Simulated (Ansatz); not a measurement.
# Si: the cost of one run

Computed with Ansatz 0.2.0 (DFT PBE, scalar-relativistic, plane waves, PAW, unless a step's input says otherwise).

1 further run of the same task is left out (set aside as unsound or not needed).

## (1) Starting point

The structure is cubic, space group Fd-3m (No. 227). Conventional cell: a = 5.470 Å, b = 5.470 Å, c = 5.470 Å, α = 90.00°, β = 90.00°, γ = 90.00°. Si (site symmetry -43m) is surrounded by 4 Si at 2.37 Å.

As a file:

```
Si
1.0
     0.00000    2.73478    2.73478
     2.73478    0.00000    2.73478
     2.73478    2.73478    0.00000
Si
2
Direct
  0.25000 0.25000 0.25000
  0.00000 0.00000 0.00000
```

The cell was relaxed beforehand at this level, from a generated guess; it needn't be the stable form of this composition. At a tolerance of 0.02 Å it has space group Fd-3m (No. 227); it has 20.45 Å³/atom, an uncorrected energy of +0.00 eV/atom over the standard state.

## (2) Electronic structure at the relaxed geometry

Contents of input.yaml:

```yaml
crystal:
  lattice:
    - [0.0, 2.7347775075, 2.7347775075]
    - [2.7347775075, 0.0, 2.7347775075]
    - [2.7347775075, 2.7347775075, 0.0]
  atoms:
    - { symbol: Si, position: [0.25, 0.25, 0.25] }
    - { symbol: Si, position: [0.0, 0.0, 0.0] }
basis:
  ecutwfc: 420
kpoints:
  mp_grid: { grid: [8, 8, 8] }
  band_path:
    path:
      - [[0.0, 0.0, 0.0], [0.5, 0.0, 0.5], [0.625, 0.25, 0.625]]
      - [[0.375, 0.375, 0.75], [0.0, 0.0, 0.0], [0.5, 0.5, 0.5], [0.5, 0.25, 0.75], [0.5, 0.0, 0.5]]
    npoints: 14
hamiltonian:
  xc: pbe
scf:
  occupations: { method: gaussian, width: 0.02 }
  n_extra_bands: 6
output:
  forces: true
  stress: true
  eigenvalues: true
  populations: true
  dos: { projected: true, de: 0.02, nscf_kmesh: { grid: [12, 12, 12] } }
  bader: true
  write_density: true
  write_potential: true
  elf: true
  volumetric_format: npy
```

Run with:

```
$ ansatz run input.yaml --threads 1 --pin off --max-ram 2560MiB --backend cpu --events-out ev --progress --plain --runs-dir out
```

Q: Estimate wall time and peak memory on 1 thread of Arm Neoverse V1, shared host.

About 26 s, with a peak of 0.28 GiB.
